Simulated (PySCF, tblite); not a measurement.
# C3H13BO2Si: geometry, infrared bands and NMR shifts

Wanted: the infrared bands and NMR shifts of C3H13BO2Si (`CCO[BH2-][O+](C)[SiH3]`), by calculation.

Programs: tblite 0.8.0 and PySCF 2.14.0, with density-fitted response routines of our own. Each step states its level of theory. These are calculated values for one molecule in the gas phase, unless marked as measured. Atoms count from 0, in the outputs and in this text.

## Step 1: The starting structure

20 atoms, charge 0, multiplicity 1; geometry from: force field or distance geometry start.

Bonds of the start (Å): C0–C1 1.51, C1–O2 1.43, O2–B3 1.49, B3–O4 1.50, O4–C5 1.42, O4–Si6 1.75, C0–H7 1.11, C0–H8 1.11, C0–H9 1.12, C1–H10 1.12, C1–H11 1.10, B3–H12 1.18, B3–H13 1.21, C5–H14 1.12, C5–H15 1.10, C5–H16 1.12, Si6–H17 1.47, Si6–H18 1.46, Si6–H19 1.47.

## Step 2: Optimising the geometry with GFN2-xTB

What the job is given:

```
{"job": {"kind": "relax", "xc": "GFN2-xTB", "basis": "xTB"}, "charge": 0, "multiplicity": 1}
C     -3.302700     0.097600     0.645900
C     -2.117300    -0.359700    -0.175600
O     -0.920100    -0.020000     0.523400
B      0.262100    -0.470300    -0.256200
O      1.509500    -0.035400     0.463300
C      1.624400     1.379700     0.378800
Si     2.871200    -0.729100    -0.381100
H     -3.301900    -0.385100     1.647800
H     -3.269500     1.199100     0.783700
H     -4.254800    -0.167100     0.121900
H     -2.196000    -1.470700    -0.297200
H     -2.163300     0.131300    -1.160200
H      0.220700    -0.050400    -1.359400
H      0.236800    -1.675400    -0.301500
H      0.787000     1.881200     0.924500
H      1.648800     1.770700    -0.653600
H      2.551800     1.723400     0.909700
H      4.119300    -0.300700     0.263000
H      2.881000    -0.310000    -1.782600
H      2.807700    -2.198500    -0.297600
```

Command:

```console
$ OMP_NUM_THREADS=1 python probes_run.py task.json out
```

The driver reads the jobs from task.json and runs them one after another.

**Question.** This job is followed by: GFN2-xTB harmonic vibrations, gas phase; GIAO PBE0/pcSseg-1 NMR shielding, non-relativistic, gas phase. What will the session give for the following? strongest single infrared mode (GFN2-xTB); zero-point energy (GFN2-xTB); 13C shifts against TMS (PBE0/pcSseg-1); 1H shifts against TMS (PBE0/pcSseg-1); 17O shifts against H2O (PBE0/pcSseg-1); 11B shifts against BF3·OEt2 (PBE0/pcSseg-1); 29Si shifts against TMS (PBE0/pcSseg-1).

As calculated:

| quantity | value |
| --- | --- |
| strongest single infrared mode (GFN2-xTB) | 2192 cm⁻¹, 397 km/mol |
| zero-point energy (GFN2-xTB) | 97.4 kcal/mol |
| 13C shifts against TMS (PBE0/pcSseg-1) | 74.3, 54.9, 20.7 ppm |
| 1H shifts against TMS (PBE0/pcSseg-1) | 5.25, 4.88, 4.82, 4.80, 4.75, 4.64, 4.24, 3.77, 3.64, 3.52, 1.78, 1.31, 1.09 ppm |
| 17O shifts against H2O (PBE0/pcSseg-1) | 234.5, -17.1 ppm |
| 11B shifts against BF3·OEt2 (PBE0/pcSseg-1) | 44.6 ppm |
| 29Si shifts against TMS (PBE0/pcSseg-1) | -35.0 ppm |

Relaxing lowered the energy by 1.159 eV in 170 steps; the close pair that moved most is B3–O4, from 1.504 to 3.358 Å. The lowest mode is slightly imaginary (7i cm⁻¹), a soft motion within the noise of the Hessian, so the minimum is not strictly shown. The strongest single mode, at 2192 cm⁻¹, moves mainly H17. Unscaled tight-binding wavenumbers are off by several per cent, some by more. Its intensities can rank the bands wrongly. The structure rearranged or came apart on optimisation; the results belong to the end geometry, not to the formula as drawn. Shifts at one fixed geometry are not the observed spectrum, which averages over the motion. At PBE0/pcSseg-1: The widest tensor belongs to O2: span 441 ppm, with a paramagnetic part of -298 ppm.
